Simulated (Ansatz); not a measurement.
# TlIn2Sb: the cost of one run

Program: Ansatz 0.2.0. Level of theory: DFT PBE, scalar-relativistic, plane waves, PAW. These are calculated values, not measurements.

The COD entry's cell or inner coordinates are ideal or old and differ from later refinements, so a difference from it is no clean test against experiment.

**1. Starting point**

The structure is trigonal, space group R-3m (No. 166). Conventional cell: a = 4.078 Å, b = 4.078 Å, c = 21.527 Å, α = 90.00°, β = 90.00°, γ = 120.00°. Tl (site symmetry -3m) has 6 In at 3.36 Å in its first shell of neighbours. Around In (site symmetry 3m) lie 3 Sb at 2.64 Å and 3 In at 3.35 Å and 3 Tl at 3.36 Å. Sb (site symmetry -3m) is surrounded by 6 In at 2.64 Å.

Structure file:

```xyz
4
Lattice="2.0392 1.1773 7.1758 -2.0392 1.1773 7.1758 0.0000 -2.3547 7.1758" Properties=species:S:1:pos:R:3 pbc="T T T"
Tl    0.0000    0.0000    0.0000
In    0.0000    0.0000    4.7791
In    0.0000    0.0000   16.7483
Sb    0.0000    0.0000   10.7637
```

(A quick probe on a coarse mesh, which set the mesh and smearing, is not shown.)

**3. Coarse relaxation**

The input, input.yaml:

```yaml
crystal:
  lattice:
    - [2.0391959277, 1.1773303178, 7.1757757391]
    - [-2.0391959277, 1.1773303178, 7.1757757391]
    - [0.0, -2.3546606357, 7.1757757391]
  atoms:
    - { symbol: Tl, position: [0.0, 0.0, 0.0] }
    - { symbol: In, position: [0.222, 0.222, 0.222] }
    - { symbol: In, position: [0.778, 0.778, 0.778] }
    - { symbol: Sb, position: [0.5, 0.5, 0.5] }
basis:
  ecutwfc: 420
kpoints:
  mp_grid: { grid: [6, 6, 6] }
hamiltonian:
  xc: pbe
scf:
  occupations: { method: gaussian, width: 0.1 }
  lower_state_search: "off"
output:
  forces: true
  stress: true
  eigenvalues: true
relax:
  adjacent_minimum: "off"
  f_tol: 0.04
  max_steps: 70
  cell: { stress_tol: 0.4 }
```

Command:

```bash
ansatz run input.yaml --threads 1 --pin off --max-ram 2560MiB --backend cpu --events-out ev --progress --plain --runs-dir out
```

Q: Estimate wall time and peak memory on 1 thread of Arm Neoverse V1, shared host.

About 58 s, with a peak of 0.46 GiB.
